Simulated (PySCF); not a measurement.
# GaSe2: structure of the quartet

Aim: relax GaSe2 as a quartet from a end-on start, check by its vibrations whether the end is a minimum, and collect its spectrum and constants.

Program: PySCF 2.14.0. Level of theory: PBE0, basis Ga def2-SVP, Se def2-SVP, no relativity, density fitting. These are calculated values, not measurements.

## (1) Starting geometry

3 atoms, charge 0, spin multiplicity 4.

Bond lengths: Ga1–Se2 2.472 Å, Se2–Se3 2.348 Å. Angles: Ga1–Se2–Se3 119.9°.

```xyz
3
charge 0 multiplicity 4
Ga    0.0000    0.0000    0.0000
Se    0.0000    0.0000    2.4720
Se    2.0358    0.0000    3.6420
```

## (2) The SCF at the typed geometry

The steps below are one call of a driver around PySCF. For each, scf.py gives the equivalent set-up of the SCF; relaxations use the driver's own optimiser. After this first run the driver tries any further starts and a stability analysis.

The input, scf.py:

```python
from pyscf import gto, scf, dft
mol = gto.M(atom='''
Ga     0.000000     0.000000     0.000000
Se     0.000000     0.000000     2.472000
Se     2.035800     0.000000     3.642000''',
    basis={'Ga': 'def2-SVP', 'Se': 'def2-SVP'},
    charge=0, spin=3)
mf = dft.UKS(mol, xc='PBE0')
mf.grids.atom_grid = (50, 194)
aux = {'Ga': 'def2-universal-JKFIT', 'Se': 'def2-universal-JKFIT'}
mf = mf.density_fit(auxbasis=aux)
mf.conv_tol = 1e-08
mf.diis_space = 10
mf.max_cycle = 60
mf.init_guess = 'minao'
mf.verbose = 4
mf.kernel()
```

Run with:

```console
$ OMP_NUM_THREADS=2 python axn.py task.json out
```

After this run come: Relaxation: end-on start, quartet; Hessian and properties.

**Question.** What will these runs give? Wanted: minimum; geometry; wavenumbers; dipole moment; highest occupied, lowest empty level; polar-tensor charge of Ga1; zero-point energy; atomisation energy; ⟨S²⟩.

As calculated:

| quantity | value |
| --- | --- |
| minimum | quartet, Cs |
| geometry | Ga–Se 2.427 Å, Se–Se 2.495 Å; Ga–Se–Se 123.9° |
| wavenumbers (cm⁻¹) | 43 (a'), 132 (a'), 214 (a') |
| dipole moment | 1.51 D |
| highest occupied, lowest empty level (either spin) | -4.82, -4.18 eV |
| polar-tensor charge of Ga1 | +0.35 e |
| zero-point energy | 2.3 kJ/mol |
| entropy at 298.15 K | 351.1 J/(mol K) |
| atomisation energy (no zero-point energy) | 404 kJ/mol |
| ⟨S²⟩ | 3.759 |

In words: The end-on start keeps its Cs symmetry and ends in a minimum. In the infrared the band at 214 cm⁻¹ (a') leads. Only this shape and spin were tried, so other structures or states may lie lower.
